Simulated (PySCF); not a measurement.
# GaCl: bond curves at several levels of theory

One table from this session's results is given with a row withheld; the runs are named, their logs left out.

The runs use PySCF 2.14.0; Ga def2-TZVPPD, Cl def2-TZVPPD, no relativity.

Set-up of the first run:

Settings of the job:

```yaml
atoms: Ga, Cl
charge: 0
basis: Ga def2-TZVPPD, Cl def2-TZVPPD
Hamiltonian: no relativity
basis_functions: 105
electrons_treated: 48
masses_in_u: 68.9256, 34.9689
levels: PBE0, PBE, r²SCAN, BLYP, MN15, B97-3, r²SCANh, BHandHLYP, ωB97M-V, HF, MP2, SCS-MP2, CCSD, CCSD(T)
grid: 80 radial by 434 angular points
occupations: held fixed by the projection of orbital angular momentum
dissociation_limit: Ga + Cl, each in its ground configuration
starting_distance_in_angstrom: 2.175
values_of_2S_to_try: 0, 2
```

Launch:

```
> OMP_NUM_THREADS=2 python dia.py task.json out
```

Among the steps run: Set-up; First curve: PBE0; Other states along the same grid; PBE (GGA); r²SCAN; BLYP (GGA); MN15 (hybrid meta-GGA); B97-3; r²SCANh (hybrid meta-GGA); BHandHLYP; ωB97M-V; RHF (mean field); Correlated methods on the Hartree–Fock reference.

One of the session's tables, all rows but one given; the rest of the session is left out.

It belongs to the step «The curves together». Energy (eV) from each level's lowest point:

| R (Å) | RHF | RHF-MP2 | RHF-SCS-MP2 | RHF-CCSD | RHF-CCSD(T) |
| --- | --- | --- | --- | --- | --- |
| 1.912 | 0.935 | 0.822 | 0.866 | n/a | n/a |
| 2.001 | 0.419 | 0.348 | 0.377 | 0.373 | 0.374 |
| 2.090 | 0.136 | 0.098 | 0.114 | 0.111 | 0.112 |
| 2.156 | 0.034 | 0.016 | 0.024 | 0.022 | 0.022 |
| 2.223 | 0.000 | 0.000 | 0.000 | 0.000 | 0.000 |
| 2.290 | 0.017 | 0.034 | 0.027 | 0.029 | 0.029 |
| 2.379 | 0.098 | 0.136 | 0.120 | 0.125 | 0.124 |
| 2.490 | ? | ? | ? | ? | ? |
| 2.623 | 0.505 | 0.603 | 0.567 | 0.579 | 0.578 |
| 2.801 | 0.870 | 1.009 | 0.961 | n/a | n/a |

Q: Estimate the row for R (Å) = 2.490 from the others.

Worked estimate for «RHF». A straight line through the neighbours (2.379, 0.098) and (2.623, 0.505) gives 0.098 + (0.505 − 0.098) × (2.490 − 2.379) / (2.623 − 2.379) = 0.283; a parabola fitted to 4 rows on both sides gives 0.268.

**Answer.** RHF: 0.260; RHF-MP2: 0.325; RHF-SCS-MP2: 0.299; RHF-CCSD: 0.308; RHF-CCSD(T): 0.307. In «RHF» the line misses by +0.023 and the parabola by +0.008.
